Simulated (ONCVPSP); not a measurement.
# Potassium: generating and testing an ONCV potential

Do these settings give a usable potential? It is generated, then checked for transferability, scattering, ghosts and hardness.

Program: ONCVPSP 4.0.1.1 (patched build). Reference atom: PBEsol, scalar-relativistic, spherical and spin-unpolarised. All values are calculated.

### Step 1. Settings

Typed settings, in words:

* element: potassium (K, Z = 19)
* type: optimised norm-conserving Vanderbilt (ONCV)
* frozen core: [Ne] 3s2
* valence charge: 7
* reference configuration: 3p6 4s1
* partial waves: 4s: rc 3.05 bohr, ncon 4, nbas 8, qcut 2 1/bohr, 1 projector; 3p: rc 1.35 bohr, ncon 4, nbas 8, qcut 7.1 1/bohr, 1 projector; d scattering state at 0.12 Ha: rc 2.40 bohr, ncon 4, nbas 8, qcut 4.6 1/bohr, 2 projectors, debl 1.1 Ha
* local potential: polynomial inside 1.05 bohr (lpopt 5, dvloc0 1 Ha)
* core correction: Teter function, fcfact 4, rcfact 1.35

The outer shells as boxes (Hund's rule for the drawing; the calculation is spin-unpolarised):

```
[Ne] core
3s [↑↓]
3p [↑↓][↑↓][↑↓]
4s [↑ ]
```

The nodes and maxima of the atom's own shells, from an earlier all-electron run, set the scale for the radii.

All-electron outer shells of the reference configuration (PBEsol, scalar-relativistic, ld1.x):

```csv
shell,level (eV),outermost node (bohr),outermost maximum (bohr)
3s,-35.27,0.48,1.08
3p,-18.80,0.45,1.15
4s,-2.30,1.59,4.23
4p,-0.79,1.88,5.71
```

### Step 2. Generating the potential

K.dat

```
# ATOM AND REFERENCE CONFIGURATION
# atsym  z   nc   nv     iexc    psfile
  K 19.00    4    2  -116133      upf
#
#   n    l    f
    1    0    2.00
    2    0    2.00
    2    1    6.00
    3    0    2.00
    3    1    6.00
    4    0    1.00
#
# PSEUDOPOTENTIAL AND OPTIMIZATION
# lmax
    2
#
#   l,   rc,      ep,       ncon, nbas, qcut
    0    3.05    0.00    4    8    2.00
    1    1.35    0.00    4    8    7.10
    2    2.40    0.12    4    8    4.60
#
# LOCAL POTENTIAL
# lloc, lpopt,  rc(5),   dvloc0
    4    5    1.05    1.00
#
# VANDERBILT-KLEINMAN-BYLANDER PROJECTORs
# l, nproj, debl
    0    1    1.60
    1    1    0.70
    2    2    1.10
#
# MODEL CORE CHARGE
# icmod, fcfact, rcfact
    3    4.00    1.35
#
# LOG DERIVATIVE ANALYSIS
# epsh1, epsh2, depsh
   -2.00    5.00    0.02
#
# OUTPUT GRID
# rlmax, drl
    6.00    0.01
#
# TEST CONFIGURATIONS
# ncnf
    4
# nvcnf
#   n    l    f
    2
    3    1    6.00
    4    0    0.00
#
    2
    3    1    6.00
    4    0    0.50
#
    3
    3    1    6.00
    4    0    0.00
    4    1    1.00
#
    2
    3    1    5.00
    4    0    1.00
#
```

Command:

```bash
$ oncvpsp.x < K.dat > K.out
```

Before running it: what results should come out? Wanted: cutoffs for 1 and 0.1 mHa per electron, occupied waves; bound ghosts; GHOST(+) flags; largest test error; largest phase difference near zero energy, channels read; rms error of d²Exc/dn², without and with the model core.

As calculated:

| quantity | value |
| --- | --- |
| cutoffs for 1 and 0.1 mHa per electron, occupied waves | 12 Ha and 24 Ha |
| bound ghosts | s at -107.10 eV |
| GHOST(+) flags | none at low energy |
| largest test error (AE − PS) | +9.7 meV, for 3p6 4s0 (1 test unsolved) |
| largest phase difference near zero energy, channels read | 0.077 rad |
| rms error of d²Exc/dn², without and with the model core | 4.61 and 2.97 mHa |

What this shows: It has a bound ghost (s), a state that the atom doesn't have, and that rules the file out. By total energies transferability is good where solved: the largest error is 9.7 meV on 4.2 eV, for 3p6 4s0. Atomic tests can pass in spite of a ghost, since they solve only for the levels asked. Of the tests 1 gave no usable energy difference, which is a warning in itself. The potential is soft on the atom at that tolerance: the looser tolerance needs 12 Ha. At the looser tolerance the 3p wave is the slowest; 4s needs 1 Ha. Near zero energy the largest phase difference among the channels read is 0.08 rad, in the s channel. All of this concerns the isolated atom, not yet a solid.
